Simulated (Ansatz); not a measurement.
# H5OPSSi: rigid scan of one bond angle in Python

Wanted for H5OPSSi: a rigid scan of one bond angle. SMILES: O[SiH](P)S.

Computed with Ansatz 0.2.0, driven from Python. Level of theory: Hartree-Fock/def2-SVP.

## Step 1: The structure

Bond lengths: O1–Si2 1.593 Å, Si2–P3 2.200 Å, Si2–S4 2.171 Å, O1–H5 1.023 Å, Si2–H6 1.478 Å, P3–H7 1.412 Å, P3–H8 1.482 Å, S4–H9 1.385 Å. Angles: O1–Si2–P3 106.0°, O1–Si2–S4 109.6°, O1–Si2–H6 110.1°, P3–Si2–S4 109.4°, P3–Si2–H6 113.0°, S4–Si2–H6 108.7°, Si2–O1–H5 116.1°, Si2–P3–H7 96.8°, Si2–P3–H8 95.6°, H7–P3–H8 93.3°, Si2–S4–H9 93.6°.

The script holds or builds the structure itself.

## Step 2: Script

h5opssi.py

```python
"""Energy of H5OPSSi against one bond angle."""

import ansatz
from ase import Atoms

SETTINGS = {
    "basis_set": "def2-SVP",
    "functional": "hf",
    "fmax": 0.02,
}

atoms = Atoms(["O", "Si", "P", "S", "H", "H", "H", "H", "H"], positions=[
    [-1.5213, 0.6085, 0.4722],
    [0.0108, 0.2103, 0.2942],
    [0.0188, -1.6975, -0.8007],
    [1.0255, 1.7238, -0.8869],
    [-2.06, 0.7224, -0.3897],
    [0.6688, 0.1207, 1.6142],
    [-0.315, -2.5212, 0.296],
    [1.4726, -1.9417, -0.6529],
    [0.7884, 2.7284, 0.0364],
])

# start the scan from a relaxed geometry
first = ansatz.Crystal.molecule_from_ase(atoms).calculation()
first = first.basis(gaussian=SETTINGS["basis_set"])
first = first.functional(SETTINGS["functional"]).relax(force_tolerance=SETTINGS["fmax"], max_steps=80)
atoms.positions = first.run(threads=1).report["positions_ang"]

rows = []
for angle in [90, 100, 110, 120, 135, 150, 165, 179]:
    bent = atoms.copy()
    bent.set_angle(1, 3, 8, angle, indices=[8])
    model = (
        ansatz.Crystal.molecule_from_ase(bent).calculation()
        .basis(gaussian=SETTINGS["basis_set"])
        .functional(SETTINGS["functional"])
    )
    rows.append((angle, model.run(threads=1).report["free_energy_ev"]))
floor = min(e for _, e in rows)
for angle, e in rows:
    print(f"angle Si1-S3-H8 = {angle:3d} deg   {1000 * (e - floor):9.1f} meV")
```

## Step 3: What the engine is handed

The package turns the script's settings into the engine's input (first run):

```yaml
crystal:
  periodic: [false, false, false]
  atoms:
    - { symbol: O, position_ang: [-1.5213, 0.6085, 0.4722] }
    - { symbol: Si, position_ang: [0.0108, 0.2103, 0.2942] }
    - { symbol: P, position_ang: [0.0188, -1.6975, -0.8007] }
    - { symbol: S, position_ang: [1.0255, 1.7238, -0.8869] }
    - { symbol: H, position_ang: [-2.06, 0.7224, -0.3897] }
    - { symbol: H, position_ang: [0.6688, 0.1207, 1.6142] }
    - { symbol: H, position_ang: [-0.315, -2.5212, 0.296] }
    - { symbol: H, position_ang: [1.4726, -1.9417, -0.6529] }
    - { symbol: H, position_ang: [0.7884, 2.7284, 0.0364] }
basis:
  gaussian:
    orbitals: def2-SVP
hamiltonian:
  xc: hf
relax:
  f_tol: 0.02
  max_steps: 80
```

## Step 4: Launch

Command:

```
> python h5opssi.py
```

What it wrote:

```text
angle Si1-S3-H8 =  90 deg        17.4 meV
angle Si1-S3-H8 = 100 deg         0.0 meV
angle Si1-S3-H8 = 110 deg        95.8 meV
angle Si1-S3-H8 = 120 deg       293.1 meV
angle Si1-S3-H8 = 135 deg       739.6 meV
angle Si1-S3-H8 = 150 deg      1281.4 meV
angle Si1-S3-H8 = 165 deg      1767.3 meV
angle Si1-S3-H8 = 179 deg      1992.5 meV
```

Wall time 28 s (1 thread of Arm Neoverse V2, shared host); peak memory 0.24 GiB.

## Step 5: The relaxation of run 0, step by step

Step by step:

| step | energy from step 1 (eV) | largest force component (eV/Å) |
| --- | --- | --- |
| 1 | 0.0000 | 4.0176 |
| 2 | -0.3052 | 1.5530 |
| 3 | -0.3675 | 0.3882 |
| 4 | -0.3784 | 0.5309 |
| 5 | -0.3931 | 0.0941 |
| 6 | -0.3926 | 0.1581 |
| 7 | -0.3953 | 0.0227 |
| 8 | -0.3963 | 0.0440 |
| 9 | -0.3967 | 0.0208 |
| 10 | -0.3964 | 0.0521 |
| 11 | -0.3967 | 0.0133 |

Step 1 is the start. Steps 6, 10 were tried and not accepted.

Before: Bond lengths: O1–Si2 1.593 Å, Si2–P3 2.200 Å, Si2–S4 2.171 Å, O1–H5 1.023 Å, Si2–H6 1.478 Å, P3–H7 1.412 Å, P3–H8 1.482 Å, S4–H9 1.385 Å. Angles: O1–Si2–P3 106.0°, O1–Si2–S4 109.6°, O1–Si2–H6 110.1°, P3–Si2–S4 109.4°, P3–Si2–H6 113.0°, S4–Si2–H6 108.7°, Si2–O1–H5 116.1°, Si2–P3–H7 96.8°, Si2–P3–H8 95.6°, H7–P3–H8 93.3°, Si2–S4–H9 93.6°.

After: Bond lengths: O1–Si2 1.647 Å, Si2–P3 2.269 Å, Si2–S4 2.155 Å, O1–H5 0.945 Å, Si2–H6 1.470 Å, P3–H7 1.413 Å, P3–H8 1.412 Å, S4–H9 1.337 Å. Angles: O1–Si2–P3 110.1°, O1–Si2–S4 112.6°, O1–Si2–H6 105.2°, P3–Si2–S4 104.4°, P3–Si2–H6 114.6°, S4–Si2–H6 110.2°, Si2–O1–H5 120.3°, Si2–P3–H7 95.5°, Si2–P3–H8 96.0°, H7–P3–H8 96.2°, Si2–S4–H9 96.5°.

Run 0 is this relaxation; the runs after it count from 1.

## Step 6: The engine's runs

The 8 runs, in the order started:

| run | energy from run 2 (eV) | SCF cycles | CPU time (s) |
| --- | --- | --- | --- |
| 1 | 0.0174 | 11 | 0.79 |
| 2 | 0.0000 | 11 | 0.8 |
| 3 | 0.0958 | 11 | 0.78 |
| 4 | 0.2931 | 11 | 0.78 |
| 5 | 0.7396 | 11 | 0.8 |
| 6 | 1.2814 | 11 | 0.82 |
| 7 | 1.7673 | 11 | 0.83 |
| 8 | 1.9925 | 11 | 0.83 |

## Step 7: Results

```
                    quantity                    value
               runs compared                        8
angle Si1-S3-H8 (as printed)  179 deg      1992.5 meV
```

What this shows: All 8 runs converged. Run 0: After 8 moves the largest shift is 0.210 Å, of atom 9 (H). The scan is rigid, and the energies are electronic, in a modest basis. The zero is the lowest point of the grid, which needn't be the minimum.
